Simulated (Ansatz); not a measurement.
# C₂H₈BGaSi: a ladder of functionals and wavefunction methods

The task here is to estimate one member of a computed series from the others.

Program: Ansatz 0.2.0, Gaussian basis. Level of theory: functionals in def2-TZVPP, the program's frozen cores in correlated methods. These are calculated values, not measurements.

Levels to be run: PBE-D4, r2SCAN-D4, PBE0-D4, B3LYP-D4, ωB97X-V, ωB97M-V, B2PLYP; CCSD(T)/def2-TZVPP; MP2/def2-QZVPP; extrapolation to the limit.

### The relaxed structure

All runs share one geometry, relaxed beforehand with PBE0-D4 in a triple-zeta def2 set.

SMILES `B[Si]1([GaH2])CC1`, 13 atoms, charge 0, spin multiplicity 1.

Atoms are counted from 1 here; the program's logs count them from 0.

Bond lengths: B1–Si2 1.952 Å, B1–H6 1.195 Å, B1–H7 1.199 Å, Si2–Ga3 2.361 Å, Si2–C4 1.948 Å, Si2–C5 1.948 Å, Ga3–H8 1.576 Å, Ga3–H9 1.570 Å, C4–C5 1.461 Å, C4–H10 1.083 Å, C4–H11 1.084 Å, C5–H12 1.083 Å, C5–H13 1.084 Å. Angles: Si2–B1–H6 123.9°, Si2–B1–H7 117.7°, H6–B1–H7 118.4°, B1–Si2–Ga3 133.8°, B1–Si2–C4 110.4°, B1–Si2–C5 110.3°, Ga3–Si2–C4 112.3°, Ga3–Si2–C5 112.4°, C4–Si2–C5 44.0°, Si2–Ga3–H8 117.4°, Si2–Ga3–H9 123.5°, H8–Ga3–H9 119.1°, Si2–C4–C5 68.0°, Si2–C4–H10 114.0°, Si2–C4–H11 114.2°, C5–C4–H10 118.8°, C5–C4–H11 118.5°, H10–C4–H11 114.8° and more.

The first run:

in.yaml reads:

```yaml
crystal:
  periodic: [false, false, false]
  atoms:
    - {symbol: B, position_ang: [-0.901186, 2.060842, 0.018611]}
    - {symbol: Si, position_ang: [-0.283795, 0.228061, 0.283141]}
    - {symbol: Ga, position_ang: [-0.667125, -1.400171, 1.949489]}
    - {symbol: C, position_ang: [0.240427, -0.562983, -1.418394]}
    - {symbol: C, position_ang: [1.391008, -0.065437, -0.668395]}
    - {symbol: H, position_ang: [-1.634275, 2.632931, 0.769278]}
    - {symbol: H, position_ang: [-0.517547, 2.642645, -0.956655]}
    - {symbol: H, position_ang: [0.047617, -2.794264, 1.779563]}
    - {symbol: H, position_ang: [-1.587595, -1.161952, 3.198976]}
    - {symbol: H, position_ang: [-0.097950, -0.007465, -2.284643]}
    - {symbol: H, position_ang: [0.085330, -1.634033, -1.476732]}
    - {symbol: H, position_ang: [1.874718, 0.845811, -0.998610]}
    - {symbol: H, position_ang: [2.050364, -0.784007, -0.195621]}
basis:
  gaussian: {orbitals: def2-TZVPP}
hamiltonian: {xc: pbe, dispersion: d4}
output: {forces: true, orbitals: {seedname: orbitals}}
```

Run with:

```
$ ansatz run in.yaml --threads 2 --pin off --events-out ev --progress --plain --max-ram 22528MiB --backend cuda --devices 0, --max-vram 18GiB
```

Among the steps run: PBE-D4 (GGA); r2SCAN-D4 (meta-GGA); PBE0-D4 (hybrid); B3LYP-D4 (hybrid); ωB97X-V (range-separated); ωB97M-V (range-separated); B2PLYP (double hybrid); CCSD(T) in def2-TZVPP; MP2 in def2-QZVPP.

One of the session's tables, all rows but one given; the rest of the session is left out.

It belongs to the step «Atomisation energies». 

| method | atomisation energy (kJ/mol) |
| --- | --- |
| PBE-D4 | 4379.9 |
| r2SCAN-D4 | 4358.5 |
| PBE0-D4 | 4340.4 |
| B3LYP-D4 | 4310.5 |
| ωB97X-V | 4332.4 |
| ωB97M-V | 4316.8 |
| B2PLYP | 4263.0 |
| HF/def2-TZVPP | 3230.3 |
| MP2/def2-TZVPP | ? |
| CCSD/def2-TZVPP | 4161.4 |
| CCSD(T)/def2-TZVPP | 4222.6 |
| MP2/CBS | 4343.5 |
| CCSD(T)/CBS | 4307.6 |

**Question.** Estimate the row for MP2/def2-TZVPP.

As computed: atomisation energy (kJ/mol): 4258.4. In the column «atomisation energy (kJ/mol)» it lies between CCSD(T)/def2-TZVPP (4222.6) and B2PLYP (4263.0).
